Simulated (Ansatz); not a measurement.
# KSrRe4: the cost of one run

Method: DFT PBE, scalar-relativistic, plane waves, PAW, in Ansatz 0.2.0.

## 1. Starting point

Symmetry: P4/mmm, No. 123, tetragonal system. Conventional cell: a = 3.998 Å, b = 3.998 Å, c = 6.797 Å, α = 90.00°, β = 90.00°, γ = 90.00°. K (site symmetry 4/mmm) has 10 Re at 2.68 to 2.92 Å in its first shell of neighbours. Sr (site symmetry 4/mmm) has 10 Re at 2.68 to 2.92 Å in its first shell of neighbours. Re (site symmetry 4mm) has 1 Re at 1.43 Å in its first shell of neighbours. Re (site symmetry 4mm) has 1 Re at 1.44 Å in its first shell of neighbours.

Coordinates:

```cif
data_structure
_symmetry_space_group_name_H-M 'P4/mmm'
_symmetry_Int_Tables_number 123
_cell_length_a 3.9976
_cell_length_b 3.9976
_cell_length_c 6.7973
_cell_angle_alpha 90.000
_cell_angle_beta 90.000
_cell_angle_gamma 90.000
_cell_volume 108.62
loop_
_atom_site_label
_atom_site_type_symbol
_atom_site_symmetry_multiplicity
_atom_site_Wyckoff_symbol
_atom_site_fract_x
_atom_site_fract_y
_atom_site_fract_z
_atom_site_occupancy
K1 K 1 d 0.50000 0.50000 0.50000 1
Sr1 Sr 1 a 0.00000 0.00000 0.00000 1
Re1 Re 2 g 0.00000 0.00000 0.60533 1
Re2 Re 2 h 0.50000 0.50000 0.10567 1
```

Recipe of the guess: species swapped into a database cell of DyErC4 (P4/mmm, No. 123), with Sr on the Dy sites, K on the Er sites and Re on the C sites. The dimensions are guesses.

## 2. A first look at the guess

Input file input.yaml:

```yaml
crystal:
  lattice:
    - [3.997564, 0.0, 0.0]
    - [0.0, 3.997564, 0.0]
    - [0.0, 0.0, 6.79732025]
  atoms:
    - { symbol: K, position: [0.5, 0.5, 0.5] }
    - { symbol: Sr, position: [0.0, 0.0, 0.0] }
    - { symbol: Re, position: [0.0, 0.0, 0.605331] }
    - { symbol: Re, position: [0.5, 0.5, 0.105666] }
    - { symbol: Re, position: [0.5, 0.5, 0.894334] }
    - { symbol: Re, position: [0.0, 0.0, 0.394669] }
basis:
  ecutwfc: 420
kpoints:
  mp_grid: { grid: [4, 4, 4] }
hamiltonian:
  xc: pbe
scf:
  occupations: { method: gaussian, width: 0.1 }
  lower_state_search: "off"
output:
  forces: true
  stress: true
  eigenvalues: true
```

The run is started by

```console
$ ansatz run input.yaml --threads 1 --pin off --max-ram 2560MiB --backend cpu --events-out ev --progress --plain --runs-dir out
```

What time and memory should one allow on 1 thread of Intel Xeon Platinum 8259CL at 2.50GHz (Skylake/Cascade Lake), shared host?

About 9.1 s, with a peak of 0.45 GiB.
